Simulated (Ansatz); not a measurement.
# CHFO (SMILES O=CF): B2PLYP/def2-TZVPP

Aim: the electronic atomisation energy of CHFO at B2PLYP/def2-TZVPP, from 5 runs. 

Program for the calculation: Ansatz 0.2.0.

63 further runs of the same task are left out: 63 set aside as unsound or not needed.

## 1. The system as given

The species is CHFO (4 atoms), meant as a singlet with charge 0. SMILES: `O=CF`. The coordinates come from a PBE0-D4/def2-TZVP relaxation.

Bond lengths: O1–C2 1.174 Å, C2–F3 1.336 Å, C2–H4 1.097 Å. Angles: O1–C2–F3 122.9°, O1–C2–H4 127.8°, F3–C2–H4 109.3°.

## 2. A single-point energy at B2PLYP/def2-TZVPP

Input file in.yaml:

```yaml
crystal:
  periodic: [false, false, false]
  atoms:
    - {symbol: O, position_ang: [-0.889340, 0.201180, 0.827740]}
    - {symbol: C, position_ang: [-0.046400, 0.067520, 0.021620]}
    - {symbol: F, position_ang: [0.585200, -1.091810, -0.181820]}
    - {symbol: H, position_ang: [0.350540, 0.823120, -0.667550]}
basis:
  gaussian:
    orbitals: def2-TZVPP
hamiltonian:
  xc: {name: B2PLYP}
correlation:
  frozen_orbitals: {C: 1, F: 1, H: 0, O: 1}
accuracy: high
output: {orbitals: {seedname: orbitals}}
```

Command:

```
$ ansatz run in.yaml --threads 1 --pin off --max-ram 3480MiB --events-out events.jsonl --progress --plain --runs-dir runs
```

The program printed:

```text
Warning: RAYON_NUM_THREADS=1 ignored (pool sized by the plan → 1); use --threads N
Functional definition: B2PLYP
  name "B2PLYP"
  parameter a = 0.53
  parameter c = 0.27
  exchange = (1 - a)*b88_x + a*exact_x
  correlation = (1 - c)*lyp_c + c*(mp2_os + mp2_ss)
1762 factors; integrals over basis functions are off by at most 3.7e-9 eV
mean field evaluation 1: about -5807.5482 eV, gradient 4.2e1 eV
mean field evaluation 2: about -5807.5484 eV, gradient 4.2e1 eV
mean field evaluation 4: about -5810.3260 eV, gradient 6.0e0 eV
mean field evaluation 8: about -5810.3848 eV, gradient 5.4e-1 eV
mean field evaluation 16: about -5810.3855 eV, gradient 2.3e-5 eV
mean field -5810.38553328 eV, -213.5277299272 hartree, gradient 1.9e-8 eV, S^2 0.000000; 0 other end points of the search recorded, 0 dependent functions left out
3 core orbitals not correlated: weight in the atoms' cores, before any rotation towards them, 1.000 or more for the frozen orbitals, at most 0.000 for the correlated occupied ones
reference -5810.38555100 eV, -213.5277305785 hartree; 9, 9 occupied and 95, 95 virtual orbitals, 1762 factors
second order -20.82588897 eV of doubles, -0.00000000 eV of singles
Total energy: -5816.00854102 eV, -213.7343716505 hartree
```

It took 5.1 s on 1 thread of Arm Neoverse V2, shared host; peak memory 0.25 GiB.

## 3. The C atom

Input file input.yaml:

```yaml
crystal:
  periodic: [false, false, false]
  atoms:
    - {symbol: C, position_ang: [0.000000, 0.000000, 0.000000]}
basis:
  gaussian: {orbitals: def2-TZVPP}
magnetization: {spin_polarized: true, initial_magnetization: 2}
hamiltonian: {xc: {name: B2PLYP}}
correlation: {frozen_orbitals: {C: 1}}
accuracy: high
```

Run the same way, it converges to -37.82703 Eh (log not shown).

## 4. The F atom at the same level

Input file in.yaml:

```yaml
crystal:
  periodic: [false, false, false]
  atoms:
    - symbol: F
      position_ang: [0.000000, 0.000000, 0.000000]
basis:
  gaussian:
    orbitals: def2-TZVPP
magnetization:
  spin_polarized: true
  initial_magnetization: 1
hamiltonian:
  xc: {name: B2PLYP}
correlation:
  frozen_orbitals: {F: 1}
accuracy: high
```

Run the same way, it converges to -99.71857 Eh (log not shown).

## 5. The H atom, same level

Input file input.yaml:

```yaml
crystal:
  periodic: [false, false, false]
  atoms:
    - {symbol: H, position_ang: [0.000000, 0.000000, 0.000000]}
basis:
  gaussian: {orbitals: def2-TZVPP}
magnetization: {spin_polarized: true, initial_magnetization: 1}
hamiltonian: {xc: {name: B2PLYP}}
correlation: {frozen_orbitals: {H: 0}}
accuracy: high
```

Command:

```
$ ansatz run input.yaml --threads 1 --pin off --max-ram 3480MiB --events-out events.jsonl --progress --plain --runs-dir runs
```

The program printed, cut to the lines that bear on the results:

```text
Warning: RAYON_NUM_THREADS=1 ignored (pool sized by the plan → 1); use --threads N
[... 6 set-up lines as earlier in the session ...]
92 factors; integrals over basis functions are off by at most 9.3e-10 eV
mean field evaluation 1: about -13.5553 eV, gradient 9.2e-1 eV
mean field evaluation 2: about -13.5550 eV, gradient 9.2e-1 eV
mean field evaluation 4: about -13.5680 eV, gradient 4.0e-3 eV
mean field evaluation 8: about -13.5679 eV, gradient 2.0e-8 eV
mean field -13.56793857 eV, -0.4986125459 hartree, gradient 1.1e-8 eV, S^2 0.750000; 0 other end points of the search recorded, 0 dependent functions left out
reference -13.56795340 eV, -0.4986130906 hartree; 1, 0 occupied and 13, 14 virtual orbitals, 92 factors
second order 0.00000000 eV of doubles, -0.00000000 eV of singles
Total energy: -13.56795340 eV, -0.4986130906 hartree
```

Wall time 0.12 s (1 thread of Arm Neoverse V2, shared host).

## 6. The O atom at the same level

Input file run.yaml:

```yaml
crystal:
  periodic: [false, false, false]
  atoms:
    - {symbol: O, position_ang: [0.000000, 0.000000, 0.000000]}
basis:
  gaussian:
    orbitals: def2-TZVPP
accuracy: high
correlation:
  frozen_orbitals: {O: 1}
hamiltonian:
  xc: {name: B2PLYP}
magnetization:
  spin_polarized: true
  initial_magnetization: 2
```

Run the same way, it converges to -75.05191 Eh (log not shown).

## 7. Outcome

Level: B2PLYP/def2-TZVPP, 3 core orbitals frozen.

```
                                     quantity          value
                       molecule: total energy  -213.73437 Eh
  molecule: HOMO energy (SCF part's orbitals)      -11.21 eV
  molecule: LUMO energy (SCF part's orbitals)        0.74 eV
molecule: HOMO–LUMO gap (SCF part's orbitals)       11.95 eV
                         C atom: total energy   -37.82703 Eh
                                 C atom: ⟨S²⟩          2.006
                         F atom: total energy   -99.71857 Eh
                                 F atom: ⟨S²⟩          0.752
                         H atom: total energy    -0.49861 Eh
                                 H atom: ⟨S²⟩          0.750
                         O atom: total energy   -75.05191 Eh
                                 O atom: ⟨S²⟩          2.005
                electronic atomisation energy      17.368 eV
```

What this shows: Taking the molecule apart into free atoms costs 17.37 eV (1676 kJ/mol), before zero-point energy and without spin-orbit coupling.
